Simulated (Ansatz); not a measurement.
**Cu: a line through a two-coordinate scan**

How does the energy of Cu (I4/mmm, No. 139; 1 atom in the cell) vary with c/a of the conventional cell, at volume per atom = 10.274 Å³?

Program: Ansatz 0.2.0. Level of theory: DFT LDA, scalar-relativistic, plane waves, PAW. These are calculated values, not measurements.

40 further runs of the same task are left out: 40 set aside as unsound or not needed.

## 1. Starting point

The structure is tetragonal, space group I4/mmm (No. 139). The conventional cell has a = 2.855 Å, b = 2.855 Å, c = 2.682 Å, α = 90.00°, β = 90.00°, γ = 90.00°. Cu (site symmetry 4/mmm) is surrounded by 10 Cu at 2.42 to 2.68 Å.

Coordinates:

```xyz
1
Lattice="-1.4274 1.4274 1.3411 1.4274 -1.4274 1.3411 1.4274 1.4274 -1.3411" Properties=species:S:1:pos:R:3 pbc="T T T"
Cu    0.0000    0.0000    0.0000
```

It goes back to an entry of the Materials Project, which need not be the stable form.

This cell was relaxed beforehand with the same method: volume 10.93 Å³/atom, gap on the mesh none (metal).

## 2. Plan of the line

The energy is mapped over volume and the cell's shape.

First coordinate, volume per atom: 9 values from 10.055 to 11.804 Å³. Second coordinate, c/a of the conventional cell: 9 values from 0.833 to 1.060.

Nothing else is relaxed (symmetry fixes all fractional coordinates). Energies count from the relaxed crystal. Points are written as (first, second).

## 3. Grid point (10.274 Å³, 0.858)

input.yaml

```yaml
crystal:
  lattice:
    - [-1.4410536591, 1.4410536591, 1.2368563556]
    - [1.4410536591, -1.4410536591, 1.2368563556]
    - [1.4410536591, 1.4410536591, -1.2368563556]
  atoms:
    - { symbol: Cu, position: [0.0, 0.0, 0.0] }
basis:
  ecutwfc: 520.0
kpoints:
  mp_grid: { grid: [24, 24, 24] }
hamiltonian:
  xc: lda
  pseudopotentials: { kind: paw, azcp: { folder: soft_1 } }
scf:
  occupations: { method: gaussian, width: 0.15 }
output:
  forces: true
  stress: true
  eigenvalues: true
```

The run is started by

```sh
ansatz run input.yaml --threads 1 --pin off --max-ram 2048MiB --backend cpu --events-out ev --progress --plain --runs-dir out
```

The log of the run, cut to the lines that bear on the results:

```text
Warning: <dir> the record states the generating functional pbe (its physics header spells it `PBE`), which answers neither for hamiltonian.xc's functional nor for the lda family's — results may be inconsistent (PPs are generated against a specific XC)
Warning: RAYON_NUM_THREADS=1 ignored (pool sized by the plan → 1); use --threads N
[...]
Pseudopotentials: kind: paw
Pseudopotential: Cu, paw, valence charge 19, recommended cutoff 420 eV (normal), <dir>
Functional definition: SPW92
[...]
Crystal: 1 atoms, lattice volume = 10.274 Å³
Basis set: ecut = 520 eV, 273 PW (Γ)
Bands: 14, of which v1, the nominal top of the filled ones, is band 10 counted from 1 (9 counted from 0)
Symmetry: 16 space group operations
Space group: I4/mmm (ITA 139), of the structure as read, at distance tolerance 2.2e-5 Å
k-points: 1063 of 13824
[...]
SCF iter   1: F=—  HF=-6556.837691 eV  |F-HF|=—  |Δ(HF+E_count)|=         —  Δρ=3.15e-1  dr2=5.80e0  ethr=3.10e-3  ⟨swp⟩=5.1  Hψ=79579  notcnv=0
[...]
SCF iter   7: F=-6555.649348 eV  HF=-6555.649348 eV  |F-HF|=2.03e-10  |Δ(HF+E_count)|=   3.48e-8  Δρ=3.00e-6  dr2=4.91e-10  ethr=3.14e-11  ⟨swp⟩=3.0  Hψ=39452  notcnv=0
[...]
SCF converged after 7 iterations
Free energy (F): -6555.649348 eV
[...]
E sigma→0 (E₀):  -6555.647542 eV
Entropy (-TS):   -0.003611 eV (-3.611 meV/atom)
Fermi energy:    19.093141 eV
[...]
--- Forces (eV/Å), atoms counted from 1 ---
  atom   1  Cu     0.00000000    -0.00000000    -0.00000000
[...]
--- Stress (GPa, compression-positive) ---
       12.121585      -0.000000      -0.000000
       -0.000000      12.121585       0.000000
       -0.000000       0.000000      18.702426
  P = ⅓ Tr σ = 14.3152 GPa (143.152 kbar)
--- Band table (eV; the first three rows and the last of 1063) ---
  k-point 0: bands = ["-93.0800", "-50.7971", "-50.7807", "-50.7807", "8.5339", "14.9806", "15.7907", "15.7907", "16.1361", "17.0213", "43.3844", "43.3844", "47.7849", "48.4821"]
[...]
```

It took 4 s on 1 thread of AMD EPYC 9R45 (Zen 5), shared host; peak memory 0.53 GiB.

Energy on the map's scale: 35.6 meV/atom.

## 4. The run at (10.274 Å³, 0.885)

input.yaml: that of step 3 with these lines changed.

```diff
@@ -2,5 +2,5 @@
   lattice:
-    - [-1.4410536591, 1.4410536591, 1.2368563556]
-    - [1.4410536591, -1.4410536591, 1.2368563556]
-    - [1.4410536591, 1.4410536591, -1.2368563556]
+    - [-1.4266284428, 1.4266284428, 1.2619955205]
+    - [1.4266284428, -1.4266284428, 1.2619955205]
+    - [1.4266284428, 1.4266284428, -1.2619955205]
   atoms:
```

The run is started by

```sh
ansatz run input.yaml --threads 1 --pin off --max-ram 2048MiB --backend cpu --events-out ev --progress --plain --runs-dir out
```

The log of the run, cut to the lines that bear on the results:

```text
[...]
SCF converged after 7 iterations
Free energy (F): -6555.655260 eV
[...]
E sigma→0 (E₀):  -6555.653339 eV
Entropy (-TS):   -0.003841 eV (-3.841 meV/atom)
Fermi energy:    19.098900 eV
[...]
--- Forces (eV/Å), atoms counted from 1 ---
  atom   1  Cu     0.00000000     0.00000000    -0.00000000
[...]
--- Stress (GPa, compression-positive) ---
       12.846865       0.000000       0.000000
        0.000000      12.846865       0.000000
        0.000000       0.000000      15.817704
  P = ⅓ Tr σ = 13.8371 GPa (138.371 kbar)
--- Band table (eV; the first three rows and the last of 1063) ---
  k-point 0: bands = ["-93.0772", "-50.7947", "-50.7787", "-50.7787", "8.5336", "15.0671", "15.7057", "15.7057", "16.2788", "16.9775", "43.9366", "43.9366", "47.9461", "48.4453"]
[...]
```

Run time: 4 s. Hardware: 1 thread of AMD EPYC 9R45 (Zen 5), shared host; peak memory 0.53 GiB.

On the map this point reads 29.6 meV/atom.

## 5. Point (10.274 Å³, 0.912)

input.yaml

```yaml
crystal:
  lattice:
    - [-1.4124023057, 1.4124023057, 1.2875459418]
    - [1.4124023057, -1.4124023057, 1.2875459418]
    - [1.4124023057, 1.4124023057, -1.2875459418]
  atoms:
    - { symbol: Cu, position: [0.0, 0.0, 0.0] }
basis:
  ecutwfc: 520.0
kpoints:
  mp_grid: { grid: [24, 24, 24] }
hamiltonian:
  xc: lda
  pseudopotentials: { kind: paw, azcp: { folder: soft_1 } }
scf:
  occupations: { method: gaussian, width: 0.15 }
output:
  forces: true
  stress: true
  eigenvalues: true
  write_density: true
  write_potential: true
  elf: true
  volumetric_format: npy
```

The run is started by

```sh
ansatz run input.yaml --threads 1 --pin off --max-ram 2048MiB --backend cpu --events-out ev --progress --plain --runs-dir out
```

The log of the run, cut to the lines that bear on the results:

```text
[...]
SCF converged after 7 iterations
Free energy (F): -6555.657974 eV
[...]
E sigma→0 (E₀):  -6555.656013 eV
Entropy (-TS):   -0.003922 eV (-3.922 meV/atom)
Fermi energy:    19.085400 eV
[...]
--- Forces (eV/Å), atoms counted from 1 ---
  atom   1  Cu     0.00000000    -0.00000000    -0.00000000
[...]
--- Stress (GPa, compression-positive) ---
       13.087654      -0.000000      -0.000000
       -0.000000      13.087654      -0.000000
       -0.000000       0.000000      14.518855
  P = ⅓ Tr σ = 13.5647 GPa (135.647 kbar)
--- Band table (eV; the first three rows and the last of 1063) ---
  k-point 0: bands = ["-93.0748", "-50.7888", "-50.7785", "-50.7785", "8.5336", "15.1544", "15.6288", "15.6288", "16.4105", "16.9247", "44.4468", "44.4468", "47.2948", "49.1166"]
[...]
```

Run time: 5.5 s. Hardware: 1 thread of AMD EPYC 9R45 (Zen 5), shared host; peak memory 0.51 GiB.

The maps below are laid out on this run's own conventional cell (a, b, c = 2.825, 2.825, 2.575 Å).

Density in a lattice plane of the grid's cell (edges 2.82 and 2.58 Å, at 0.000 of the third edge), which holds Cu.

Ten even steps from '0' (0.22 e/Å³) to '9' (79.31 e/Å³):
```
764210000000000000001246
432100000000000000000123
111000000000000000000011
000000000000000000000000
000000000000000000000000
000000000000000000000000
000000000000000000000000
000000000000000000000000
000000000000000000000000
000000000000000000000000
000000000000000000000000
000000000000000000000000
000000000000000000000000
000000000000000000000000
111000000000000000000011
432100000000000000000123
764210000000000000001246
975310000000000000001357
```
Columns run along the first of these edges and rows up along the second, over one cell in 24 and 18 even steps from the bottom left corner. Atoms in the plane (fractional): Cu at (0.00, 0.00).

ELF in the same plane.

Values, 10 rows by 12 columns:
```
0.57 0.39 0.19 0.16 0.18 0.21 0.25 0.21 0.18 0.16 0.18 0.39
0.20 0.17 0.15 0.17 0.19 0.24 0.27 0.24 0.19 0.17 0.15 0.17
0.16 0.16 0.17 0.20 0.23 0.26 0.27 0.26 0.23 0.20 0.18 0.16
0.19 0.20 0.22 0.25 0.27 0.26 0.25 0.26 0.27 0.25 0.22 0.20
0.24 0.25 0.27 0.29 0.28 0.26 0.25 0.26 0.28 0.29 0.27 0.25
0.19 0.20 0.22 0.25 0.27 0.26 0.25 0.26 0.27 0.25 0.22 0.20
0.16 0.16 0.18 0.20 0.23 0.26 0.27 0.26 0.23 0.20 0.17 0.16
0.20 0.17 0.15 0.17 0.19 0.24 0.27 0.24 0.19 0.17 0.15 0.17
0.57 0.39 0.18 0.16 0.18 0.21 0.25 0.21 0.18 0.16 0.19 0.39
0.89 0.62 0.24 0.16 0.17 0.20 0.25 0.20 0.17 0.16 0.24 0.62
```
Columns run along the first of these edges and rows up along the second, over one cell in 12 and 10 even steps from the bottom left corner. Atoms in the plane (fractional): Cu at (0.00, 0.00).

Both are smooth fields of the valence electrons: close to the nuclei they are not physical.

That is 26.9 meV/atom from the zero.

## 6. The run at (10.274 Å³, 0.940)

input.yaml

```yaml
crystal:
  lattice:
    - [-1.3982662267, 1.3982662267, 1.3137109932]
    - [1.3982662267, -1.3982662267, 1.3137109932]
    - [1.3982662267, 1.3982662267, -1.3137109932]
  atoms:
    - { symbol: Cu, position: [0.0, 0.0, 0.0] }
basis:
  ecutwfc: 520.0
kpoints:
  mp_grid: { grid: [24, 24, 24] }
hamiltonian:
  xc: lda
  pseudopotentials: { kind: paw, azcp: { folder: soft_1 } }
scf:
  occupations: { method: gaussian, width: 0.15 }
output:
  forces: true
  stress: true
  eigenvalues: true
```

The run is started by

```sh
ansatz run input.yaml --threads 1 --pin off --max-ram 2048MiB --backend cpu --events-out ev --progress --plain --runs-dir out
```

The log of the run, cut to the lines that bear on the results:

```text
[...]
SCF converged after 7 iterations
Free energy (F): -6555.659183 eV
[...]
E sigma→0 (E₀):  -6555.657297 eV
Entropy (-TS):   -0.003770 eV (-3.770 meV/atom)
Fermi energy:    19.081776 eV
[...]
--- Forces (eV/Å), atoms counted from 1 ---
  atom   1  Cu     0.00000000     0.00000000    -0.00000000
[...]
--- Stress (GPa, compression-positive) ---
       13.227074      -0.000000       0.000000
       -0.000000      13.227074      -0.000000
        0.000000      -0.000000      13.708996
  P = ⅓ Tr σ = 13.3877 GPa (133.877 kbar)
--- Band table (eV; the first three rows and the last of 1063) ---
  k-point 0: bands = ["-93.0732", "-50.7843", "-50.7787", "-50.7787", "8.5336", "15.2449", "15.5592", "15.5592", "16.5274", "16.8644", "44.9013", "44.9013", "46.6895", "49.4436"]
[...]
```

It took 4 s on 1 thread of AMD EPYC 9R45 (Zen 5), shared host; peak memory 0.53 GiB.

That is 25.7 meV/atom from the zero.

## 7. Grid point (10.274 Å³, 0.968)

input.yaml: that of step 6 with these lines changed.

```diff
@@ -2,5 +2,5 @@
   lattice:
-    - [-1.3982662267, 1.3982662267, 1.3137109932]
-    - [1.3982662267, -1.3982662267, 1.3137109932]
-    - [1.3982662267, 1.3982662267, -1.3137109932]
+    - [-1.3842776683, 1.3842776683, 1.3403960662]
+    - [1.3842776683, -1.3842776683, 1.3403960662]
+    - [1.3842776683, 1.3842776683, -1.3403960662]
   atoms:
```

The run is started by

```sh
ansatz run input.yaml --threads 1 --pin off --max-ram 2048MiB --backend cpu --events-out ev --progress --plain --runs-dir out
```

The log of the run, cut to the lines that bear on the results:

```text
Warning: <dir> the record states the generating functional pbe (its physics header spells it `PBE`), which answers neither for hamiltonian.xc's functional nor for the lda family's — results may be inconsistent (PPs are generated against a specific XC)
Warning: RAYON_NUM_THREADS=1 ignored (pool sized by the plan → 1); use --threads N
[...]
[... 3 set-up lines as earlier in the session ...]
[...]
Crystal: 1 atoms, lattice volume = 10.274 Å³
Basis set: ecut = 520 eV, 281 PW (Γ)
Bands: 14, of which v1, the nominal top of the filled ones, is band 10 counted from 1 (9 counted from 0)
[... 2 set-up lines as earlier in the session ...]
k-points: 1063 of 13824
[...]
SCF iter   1: F=—  HF=-6556.842465 eV  |F-HF|=—  |Δ(HF+E_count)|=         —  Δρ=3.13e-1  dr2=5.73e0  ethr=3.10e-3  ⟨swp⟩=5.0  Hψ=78917  notcnv=0
[...]
SCF iter   7: F=-6555.659395 eV  HF=-6555.659395 eV  |F-HF|=1.51e-10  |Δ(HF+E_count)|=   4.01e-8  Δρ=3.03e-6  dr2=4.47e-10  ethr=3.57e-11  ⟨swp⟩=3.0  Hψ=39625  notcnv=0
[...]
SCF converged after 7 iterations
Free energy (F): -6555.659395 eV
[...]
E sigma→0 (E₀):  -6555.657505 eV
Entropy (-TS):   -0.003779 eV (-3.779 meV/atom)
Fermi energy:    19.084734 eV
[...]
--- Forces (eV/Å), atoms counted from 1 ---
  atom   1  Cu     0.00000000    -0.00000000    -0.00000000
[...]
--- Stress (GPa, compression-positive) ---
       13.296818      -0.000000      -0.000000
       -0.000000      13.296818      -0.000000
       -0.000000      -0.000000      13.314979
  P = ⅓ Tr σ = 13.3029 GPa (133.029 kbar)
--- Band table (eV; the first three rows and the last of 1063) ---
  k-point 0: bands = ["-93.0726", "-50.7816", "-50.7791", "-50.7791", "8.5337", "15.3382", "15.4972", "15.4972", "16.6283", "16.7976", "45.2802", "45.2802", "46.1324", "49.7571"]
[...]
```

It took 4 s on 1 thread of AMD EPYC 9R45 (Zen 5), shared host; peak memory 0.51 GiB.

On the map this point reads 25.5 meV/atom.

## 8. Point (10.274 Å³, 0.998)

input.yaml: that of step 7 with these lines changed.

```diff
@@ -2,5 +2,5 @@
   lattice:
-    - [-1.3842776683, 1.3842776683, 1.3403960662]
-    - [1.3842776683, -1.3842776683, 1.3403960662]
-    - [1.3842776683, 1.3842776683, -1.3403960662]
+    - [-1.3704531154, 1.3704531154, 1.3675751639]
+    - [1.3704531154, -1.3704531154, 1.3675751639]
+    - [1.3704531154, 1.3704531154, -1.3675751639]
   atoms:
```

The run is started by

```sh
ansatz run input.yaml --threads 1 --pin off --max-ram 2048MiB --backend cpu --events-out ev --progress --plain --runs-dir out
```

The log of the run, cut to the lines that bear on the results:

```text
Warning: <dir> the record states the generating functional pbe (its physics header spells it `PBE`), which answers neither for hamiltonian.xc's functional nor for the lda family's — results may be inconsistent (PPs are generated against a specific XC)
Warning: RAYON_NUM_THREADS=1 ignored (pool sized by the plan → 1); use --threads N
[...]
[... 3 set-up lines as earlier in the session ...]
[...]
Crystal: 1 atoms, lattice volume = 10.274 Å³
Basis set: ecut = 520 eV, 249 PW (Γ)
Bands: 14, of which v1, the nominal top of the filled ones, is band 10 counted from 1 (9 counted from 0)
[... 2 set-up lines as earlier in the session ...]
k-points: 1063 of 13824
[...]
SCF iter   1: F=—  HF=-6556.841823 eV  |F-HF|=—  |Δ(HF+E_count)|=         —  Δρ=3.13e-1  dr2=5.73e0  ethr=3.10e-3  ⟨swp⟩=5.0  Hψ=79109  notcnv=0
[...]
SCF iter   7: F=-6555.659409 eV  HF=-6555.659409 eV  |F-HF|=1.36e-10  |Δ(HF+E_count)|=   4.00e-8  Δρ=2.92e-6  dr2=4.13e-10  ethr=3.53e-11  ⟨swp⟩=3.0  Hψ=39639  notcnv=0
[...]
SCF converged after 7 iterations
Free energy (F): -6555.659409 eV
[...]
E sigma→0 (E₀):  -6555.657501 eV
Entropy (-TS):   -0.003817 eV (-3.817 meV/atom)
Fermi energy:    19.086279 eV
[...]
--- Forces (eV/Å), atoms counted from 1 ---
  atom   1  Cu     0.00000000    -0.00000000    -0.00000000
[...]
--- Stress (GPa, compression-positive) ---
       13.280202      -0.000000      -0.000000
       -0.000000      13.280202       0.000000
       -0.000000       0.000000      13.275755
  P = ⅓ Tr σ = 13.2787 GPa (132.787 kbar)
--- Band table (eV; the first three rows and the last of 1063) ---
  k-point 0: bands = ["-93.0726", "-50.7800", "-50.7799", "-50.7799", "8.5338", "15.4335", "15.4436", "15.4436", "16.7137", "16.7244", "45.5720", "45.5720", "45.6230", "50.0698"]
[...]
```

Run time: 4 s. Hardware: 1 thread of AMD EPYC 9R45 (Zen 5), shared host; peak memory 0.51 GiB.

That is 25.5 meV/atom from the zero.

## 9. Point (10.274 Å³, 1.060)

input.yaml: that of step 8 with these lines changed.

```diff
@@ -2,5 +2,5 @@
   lattice:
-    - [-1.3704531154, 1.3704531154, 1.3675751639]
-    - [1.3704531154, -1.3704531154, 1.3675751639]
-    - [1.3704531154, 1.3704531154, -1.3675751639]
+    - [-1.3431924004, 1.3431924004, 1.4236496252]
+    - [1.3431924004, -1.3431924004, 1.4236496252]
+    - [1.3431924004, 1.3431924004, -1.4236496252]
   atoms:
```

The run is started by

```sh
ansatz run input.yaml --threads 1 --pin off --max-ram 2048MiB --backend cpu --events-out ev --progress --plain --runs-dir out
```

The log of the run, cut to the lines that bear on the results:

```text
Warning: <dir> the record states the generating functional pbe (its physics header spells it `PBE`), which answers neither for hamiltonian.xc's functional nor for the lda family's — results may be inconsistent (PPs are generated against a specific XC)
Warning: RAYON_NUM_THREADS=1 ignored (pool sized by the plan → 1); use --threads N
[...]
[... 3 set-up lines as earlier in the session ...]
[...]
Crystal: 1 atoms, lattice volume = 10.274 Å³
Basis set: ecut = 520 eV, 273 PW (Γ)
Bands: 14, of which v1, the nominal top of the filled ones, is band 10 counted from 1 (9 counted from 0)
[... 2 set-up lines as earlier in the session ...]
k-points: 1063 of 13824
[...]
SCF iter   1: F=—  HF=-6556.844537 eV  |F-HF|=—  |Δ(HF+E_count)|=         —  Δρ=3.13e-1  dr2=5.74e0  ethr=3.10e-3  ⟨swp⟩=5.0  Hψ=78998  notcnv=0
[...]
SCF iter   7: F=-6555.660550 eV  HF=-6555.660550 eV  |F-HF|=1.78e-10  |Δ(HF+E_count)|=   2.39e-8  Δρ=2.56e-6  dr2=3.94e-10  ethr=2.28e-11  ⟨swp⟩=3.0  Hψ=39444  notcnv=0
[...]
SCF converged after 7 iterations
Free energy (F): -6555.660550 eV
[...]
E sigma→0 (E₀):  -6555.658697 eV
Entropy (-TS):   -0.003706 eV (-3.706 meV/atom)
Fermi energy:    19.090346 eV
[...]
--- Forces (eV/Å), atoms counted from 1 ---
  atom   1  Cu     0.00000000     0.00000000    -0.00000000
[...]
--- Stress (GPa, compression-positive) ---
       12.941232       0.000000       0.000000
        0.000000      12.941232       0.000000
        0.000000      -0.000000      14.063738
  P = ⅓ Tr σ = 13.3154 GPa (133.154 kbar)
--- Band table (eV; the first three rows and the last of 1063) ---
  k-point 0: bands = ["-93.0722", "-50.7808", "-50.7808", "-50.7774", "8.5335", "15.3650", "15.3650", "15.6308", "16.5604", "16.8385", "44.7398", "45.9122", "45.9122", "49.3247"]
[...]
```

Wall time 4.1 s (1 thread of AMD EPYC 9R45 (Zen 5), shared host); peak memory 0.53 GiB.

On the map this point reads 24.4 meV/atom.

## 10. The line in numbers

```
c/a of the conventional cell  step  energy (meV/atom)  slope (meV/atom per unit)  pressure (GPa)
                       0.833     –               47.0                       −575           15.05
                       0.858     3               35.6                       −328           14.31
                       0.885     4               29.6                       −144           13.84
                       0.912     5               26.9                        −67           13.56
                       0.940     6               25.7                        −22           13.39
                       0.968     7               25.5                         −1           13.30
                       0.998     8               25.5                          0           13.28
                       1.028     –               25.3                        −16           13.29
                       1.060     9               24.4                        −45           13.31
```

Energies count from the relaxed crystal. Rows without a step come from runs not printed here or follow by symmetry. Slopes come from the forces (and the stress, where the cell changes), not from differences of energies.

What this shows: Along this line the energy keeps falling to 1.060, the edge of the range. The highest point computed, at 0.833, lies 22.7 meV/atom above the lowest. This is one cut through a surface in two coordinates; the map's lowest point lies off it.
